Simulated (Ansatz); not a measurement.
# ZrC: how the settings move a single-point run

How sensitive is a single-point run of ZrC to its settings? A reference run comes first, then one run with altered input.

Method: reference: DFT, PBEsol, PAW with Ansatz's default frozen-core files, scalar-relativistic, in Ansatz 0.2.0.

**1. The structure to begin with**

Symmetry: Fm-3m, No. 225, cubic system. Conventional cell: a = 4.713 Å, b = 4.713 Å, c = 4.713 Å, α = 90.00°, β = 90.00°, γ = 90.00°. Around Zr (site symmetry m-3m) lie 6 C at 2.36 Å. C (site symmetry m-3m) is surrounded by 6 Zr at 2.36 Å.

Coordinates:

```
Zr C
1.0
     0.00000    2.35643    2.35643
     2.35643    0.00000    2.35643
     2.35643    2.35643    0.00000
Zr C
1 1
Direct
  0.00000 0.00000 0.00000
  0.50000 0.50000 0.50000
```

**2. Baseline**

Contents of input.yaml:

```yaml
crystal:
  lattice:
    - [0.0, 2.3564331911, 2.3564331911]
    - [2.3564331911, 0.0, 2.3564331911]
    - [2.3564331911, 2.3564331911, 0.0]
  atoms:
    - { symbol: Zr, position: [0.0, 0.0, 0.0] }
    - { symbol: C, position: [0.5, 0.5, 0.5] }
kpoints:
  mp_grid: { grid: [13, 13, 13] }
  band_path:
    path:
      - [0.0, 0.0, 0.0]
      - [0.5, 0.0, 0.5]
      - [0.625, 0.25, 0.625]
      - [0.375, 0.375, 0.75]
      - [0.0, 0.0, 0.0]
      - [0.5, 0.5, 0.5]
      - [0.5, 0.25, 0.75]
      - [0.5, 0.0, 0.5]
    npoints: 6
scf:
  occupations: { method: fermi_dirac, width: 0.05 }
hamiltonian:
  xc: pbesol
  pseudopotentials: { kind: paw }
output:
  forces: true
  stress: true
  eigenvalues: true
  populations: true
```

On the command line:

```
> ansatz run input.yaml --threads 1 --pin off --max-ram 2048MiB --backend cpu --events-out ev --progress --plain --runs-dir out
```

**3. Variant: mp_grid.shift [0.5, 0.5, 0.5], scf.algorithm direct_min**

Edit input.yaml of step 2 so:

```diff
@@ -9,3 +9,3 @@
 kpoints:
-  mp_grid: { grid: [13, 13, 13] }
+  mp_grid: { grid: [13, 13, 13], shift: [0.5, 0.5, 0.5] }
   band_path:
@@ -23,2 +23,3 @@
   occupations: { method: fermi_dirac, width: 0.05 }
+  algorithm: direct_min
 hamiltonian:
```

**Question.** What will these runs give? Wanted: for each run, ending; energy change; pressure; gap; force.

**Answer**, as computed:

| run | ending | energy change | pressure (GPa) | gap (eV) | force (eV/Å) | cycles | time |
| --- | --- | --- | --- | --- | --- | --- | --- |
| reference | converged | 0 | -6.2 | 0.00 | 0.00 | 6 | 0.86 s |
| 1: mp_grid.shift [0.5, 0.5, 0.5], scf.algorithm direct_min | converged | -0.1 meV/atom | -6.3 | 0.00 | 0.00 | 5 | 4 s |

Residual by cycle in the longest SCF loop of each run; runs are numbered as in the table. The quantity is the density residual dr2, in eV.

| cycle | reference | run 1 |
| --- | --- | --- |
| 1 | 0.024 | 0.0245 |
| 2 | 0.00992 | 0.00644 |
| 3 | 5.7e-5 | 8.7e-6 |
| 4 | 2.4e-6 | 2.9e-7 |
| 5 | 1.1e-7 | 4.3e-10 |
| 6 | 2.6e-10 | - |

Changing the k-point mesh and solver leaves the energy as it was (-0.1 meV/atom).
